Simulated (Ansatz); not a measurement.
O, space group P4/mmm: a test of the smearing width, run with Ansatz 0.2.0, Python API.

Script `smear_o.py`:
```python
"""How the energy of O depends on the smearing."""

import warnings

import ansatz as az

KGRID = (7, 7, 4)
CUTOFF = 550
MAX_ITERATIONS = 80

warnings.simplefilter("ignore", az.DeckWarning)

structure = (
    az.Lattice.of((1.77559126, 0.0, 0.0), (0.0, 1.77559126, 0.0), (0.0, 0.0, 3.0530507))
    .atom("O", (0.0, 0.0, 0.0))
)

job = (
    structure.calculation()
    .kpoints(*KGRID, shift=0.5)
    .functional(az.Functional.R2SCAN)
    .basis(CUTOFF)  # cutoff of the orbital basis
    .scf(max_iterations=MAX_ITERATIONS, self_checks="low")
    .accuracy("medium")  # preset for grids and thresholds
    .mixing("anderson", preconditioner="kerker_dos")
)

rows = []
for value in [0.25, 0.15, 0.1, 0.05, 0.025]:
    rep = job.occupations("fermi_dirac", width=value).run().report
    rows.append((value, rep["free_energy_ev"] / len(rep["lattice"]["sites"]), rep["n_iterations"], rep["n_kpoints"]))

print("  width (eV)   F/atom (eV)    iterations      k-points")
for row in rows:
    print(f"{str(row[0]):>12s}  {row[1]:12.5f}  {row[2]:12d}  {row[3]:12d}")

# differences from the last row
for row in rows[:-1]:
    shift = 1000 * (row[1] - rows[-1][1])
    print(f"{row[0]}: {shift:+.2f} meV/atom" + ("  (within 5 meV)" if abs(shift) < 5 else ""))
```

How much does the free energy per atom change between the narrowest and the widest smearing, and why?

Going from 0.025 to 0.25 eV changes F by -45.8 meV an atom. With this scheme F falls roughly as the square of the width; the report's estimate for zero width (energy_sigma0_ev) moves by only +5.1 meV.

The output:

Running `python smear_o.py` prints:
```text
  width (eV)   F/atom (eV)    iterations      k-points
        0.25    -564.07896             8            20
        0.15    -564.04811             7            20
         0.1    -564.03927             8            20
        0.05    -564.03399             7            20
       0.025    -564.03317             6            20
0.25: -45.78 meV/atom
0.15: -14.93 meV/atom
0.1: -6.10 meV/atom
0.05: -0.81 meV/atom  (within 5 meV)
```

Reading the output:
- For a metal this mesh is far too coarse, so the numbers only illustrate the procedure.
- A Fermi-Dirac width this large means warm electrons, whose thermal share enters the free energy.
- No spin polarisation was allowed.
- The narrowest width needs the finest mesh, so the last row is no converged reference.
- This isn't the structure that O takes at ambient conditions.
- Run time: 4.3 s on 1 thread of Arm Neoverse N1, on a shared host, peak memory 0.3 GiB.

(Lines on the test bed's own set-up are left out of the output.)
